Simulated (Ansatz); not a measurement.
# CW: the cost of one run

Method: the levels named in each step, in Ansatz 0.2.0.

## (1) Starting point

Bond lengths: C1–W2 1.895 Å.

Structure file:

```xyz
2

C     0.0000    0.0000    0.0000
W     0.0000    0.0000    1.8947
```

## (2) A rough first relaxation, PBE-D4/def2-SVP

This run stands in another session on the same molecule. It ended at:

```xyz
2

C     0.0000    0.0000    0.0865
W     0.0000    0.0000    1.8083
```

## (3) Relaxation, PBE0-D4/def2-TZVPP

This run stands in another session on the same molecule. It ended at:

```xyz
2

C     0.0000    0.0000    0.0994
W     0.0000    0.0000    1.7954
```

## (4) Frequencies, PBE0-D4/def2-TZVPP

input.yaml reads:

```yaml
crystal:
  periodic: [false, false, false]
  atoms:
    - { symbol: C, position_ang: [0.0, 0.0, 0.09936079] }
    - { symbol: W, position_ang: [0.0, 0.0, 1.79535921] }
magnetization:
  spin_polarized: true
  initial_magnetization: 2
basis:
  gaussian: { orbitals: def2-TZVPP }
hamiltonian:
  xc: pbe0
  dispersion: d4
phonons: {}
```

The run is started by

```bash
ansatz run input.yaml --threads 2 --pin off --max-ram 5120MiB --backend cpu --events-out ev --progress --plain --runs-dir out
```

Q: Estimate wall time and peak memory on 2 threads of Arm Neoverse V2, shared host.

About 13 s, with a peak of 0.16 GiB.
